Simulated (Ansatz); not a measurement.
# Zr3Ga2: the cost of one run

Computed with Ansatz 0.2.0 (DFT r2SCAN, scalar-relativistic, plane waves, PAW, unless a step's input says otherwise).

## Step 1: Starting point

The structure is tetragonal, space group P4/mbm (No. 127). The conventional cell has a = 7.349 Å, b = 7.349 Å, c = 3.692 Å, α = 90.00°, β = 90.00°, γ = 90.00°. Zr (site symmetry 4/m) has 4 Ga at 2.93 Å and 8 Zr at 3.27 Å as nearest neighbours. Around Zr (site symmetry m2m) lie 6 Ga at 2.78 to 2.91 Å. Around Ga (site symmetry m2m) lie 1 Ga at 2.49 Å and 8 Zr at 2.78 to 2.93 Å.

Coordinates:

```cif
data_structure
_symmetry_space_group_name_H-M 'P 1'
_symmetry_Int_Tables_number 1
_cell_length_a 7.3490
_cell_length_b 7.3490
_cell_length_c 3.6920
_cell_angle_alpha 90.000
_cell_angle_beta 90.000
_cell_angle_gamma 90.000
_cell_volume 199.40
loop_
_atom_site_label
_atom_site_type_symbol
_atom_site_fract_x
_atom_site_fract_y
_atom_site_fract_z
_atom_site_occupancy
Zr1 Zr 0.00000 0.00000 0.00000 1
Zr2 Zr 0.50000 0.50000 0.00000 1
Zr3 Zr 0.18000 0.68000 0.50000 1
Zr4 Zr 0.32000 0.18000 0.50000 1
Zr5 Zr 0.82000 0.32000 0.50000 1
Zr6 Zr 0.68000 0.82000 0.50000 1
Ga1 Ga 0.38000 0.88000 0.00000 1
Ga2 Ga 0.12000 0.38000 0.00000 1
Ga3 Ga 0.62000 0.12000 0.00000 1
Ga4 Ga 0.88000 0.62000 0.00000 1
```

(A quick probe on a coarse mesh, which set the mesh and smearing, is not shown.)

## Step 3: The relaxation

Input file input.yaml:

```yaml
crystal:
  lattice:
    - [7.349, 0.0, 0.0]
    - [0.0, 7.349, 0.0]
    - [0.0, 0.0, 3.692]
  atoms:
    - { symbol: Zr, position: [0.0, 0.0, 0.0] }
    - { symbol: Zr, position: [0.5, 0.5, 0.0] }
    - { symbol: Zr, position: [0.18, 0.68, 0.5] }
    - { symbol: Zr, position: [0.32, 0.18, 0.5] }
    - { symbol: Zr, position: [0.82, 0.32, 0.5] }
    - { symbol: Zr, position: [0.68, 0.82, 0.5] }
    - { symbol: Ga, position: [0.38, 0.88, 0.0] }
    - { symbol: Ga, position: [0.12, 0.38, 0.0] }
    - { symbol: Ga, position: [0.62, 0.12, 0.0] }
    - { symbol: Ga, position: [0.88, 0.62, 0.0] }
basis:
  ecutwfc: 500
kpoints:
  mp_grid: { grid: [6, 6, 10] }
hamiltonian:
  xc: r2scan
scf:
  occupations: { method: gaussian, width: 0.1 }
output:
  forces: true
  stress: true
  eigenvalues: true
  write_density: true
  write_potential: true
  elf: true
  volumetric_format: npy
relax:
  adjacent_minimum: "off"
  f_tol: 0.01
  max_steps: 80
  cell: { stress_tol: 0.05 }
```

The run is started by

```
$ ansatz run input.yaml --threads 4 --pin off --max-ram 10240MiB --backend cpu --events-out ev --progress --plain --runs-dir out
```

What time and memory should one allow on 4 threads of Intel Xeon 6975P-C (Granite Rapids), shared host?

About 2.9 min, with a peak of 1.8 GiB.
